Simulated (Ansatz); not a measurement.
# F4HNbO: how energies converge with the basis set

An exercise on one series of results from a longer session: the logs are not shown, and one member is left open.

Method: one geometry, several basis sets; program: Ansatz 0.2.0, Gaussian basis.

The runs, in order: PBE0-D4/def2-SVP; ωB97M-V/def2-SVP; PBE0-D4/def2-QZVPP; ωB97M-V/def2-QZVPP; the functionals' def2-TZVPP values are taken from earlier runs.

**Structure used throughout**

The geometry comes from an earlier relaxation with PBE0-D4 in a triple-zeta def2 set; it is a stationary point, not always the lowest conformer. Nb takes the def2 core potential; no spin-orbit term is included.

SMILES `[OH][Nb]([F])([F])([F])[F]`, 7 atoms, charge 0, spin multiplicity 1.

Atoms are counted from 1 here; the program's logs count them from 0.

Bond lengths: O1–Nb2 1.857 Å, O1–H7 0.955 Å, Nb2–F3 1.843 Å, Nb2–F4 1.842 Å, Nb2–F5 1.873 Å, Nb2–F6 1.843 Å. Angles: Nb2–O1–H7 178.1°, O1–Nb2–F3 91.8°, O1–Nb2–F4 92.2°, O1–Nb2–F5 179.3°, O1–Nb2–F6 91.7°, F3–Nb2–F4 119.6°, F3–Nb2–F5 88.0°, F3–Nb2–F6 120.3°, F4–Nb2–F5 88.4°, F4–Nb2–F6 119.8°, F5–Nb2–F6 87.9°.

The first run:

in.yaml

```yaml
crystal:
  periodic: [false, false, false]
  atoms:
    - {symbol: O, position_ang: [0.078709, -1.349069, 0.629220]}
    - {symbol: Nb, position_ang: [-0.012426, 0.323834, -0.172841]}
    - {symbol: F, position_ang: [1.733847, 0.207150, -0.750884]}
    - {symbol: F, position_ang: [-1.379048, -0.206691, -1.288488]}
    - {symbol: F, position_ang: [-0.092951, 2.018742, -0.965139]}
    - {symbol: F, position_ang: [-0.406079, 1.133503, 1.435872]}
    - {symbol: H, position_ang: [0.139149, -2.195669, 1.066460]}
basis:
  gaussian: {orbitals: def2-SVP}
hamiltonian: {xc: pbe0, dispersion: d4}
output: {orbitals: {seedname: orbitals}}
```

Run with:

```bash
ansatz run in.yaml --threads 4 --pin off --events-out ev --progress --plain --max-ram 10444MiB
```

Among the steps run: PBE0-D4 in def2-SVP; ωB97M-V in def2-SVP; PBE0-D4 in def2-QZVPP; ωB97M-V in def2-QZVPP.

One of the session's tables, all rows but one given; the rest of the session is left out.

It belongs to the step «Functionals by basis». 

| functional | basis | HOMO (eV) | LUMO (eV) |
| --- | --- | --- | --- |
| PBE0-D4 | def2-SVP | -10.67 | -2.56 |
| PBE0-D4 | def2-TZVPP | -10.71 | -2.52 |
| PBE0-D4 | def2-QZVPP | ? | ? |
| ωB97M-V | def2-SVP | -13.10 | -0.29 |
| ωB97M-V | def2-TZVPP | -13.15 | -0.26 |
| ωB97M-V | def2-QZVPP | -13.17 | -0.30 |

Q: Estimate the row for PBE0-D4, def2-QZVPP from the others.

As computed: HOMO (eV): -10.73; LUMO (eV): -2.54. In the column «HOMO (eV)» it lies between ωB97M-V, def2-SVP (-13.10) and PBE0-D4, def2-TZVPP (-10.71).
